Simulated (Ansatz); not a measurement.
Crystal: LaSb.

```xyz
2
Lattice="0.0000 3.2450 3.2450 3.2450 0.0000 3.2450 3.2450 3.2450 0.0000" Properties=species:S:1:pos:R:3 pbc="T T T"
La    0.0000    0.0000    0.0000
Sb    3.2450    3.2450    3.2450
```

| Property | Result |
| --- | --- |
| Program | Ansatz 0.2.0 |
| Task | relaxation of cell and atoms |
| Functional | revPBE |
| Potentials or basis | all-electron LAPW, scalar-relativistic |
| Basis error allowed | 0.001 eV/atom |
| k mesh | 7 × 7 × 7 |
| Occupations | fermi-dirac, width 0.05 eV |
| Spin | no spin polarisation |

At the start: volume 34.17 Å³/atom.

Question: How do energy, volume and symmetry change on relaxing?

Answer: Over 5 steps the energy falls by 13.1 meV/atom and the volume is 35.85 Å³/atom (+4.9 %); space group Fm-3m (No. 225, to 0.05 Å).

The path:
```
step  energy change (eV)  largest force (eV/Å)  volume (Å³)
   1              0.0000                0.0000        68.34
   2             -0.0172                0.0000        73.82
   3             -0.0262                0.0000        71.86
   4             -0.0262                0.0000        71.70
   5             -0.0262                0.0000        71.70
```

Final structure:
```
La Sb
1.0
     0.00000    3.29731    3.29731
     3.29731    0.00000    3.29731
     3.29731    3.29731    0.00000
La Sb
1 1
Direct
  0.00000 0.00000 0.00000
  0.50000 0.50000 0.50000
```
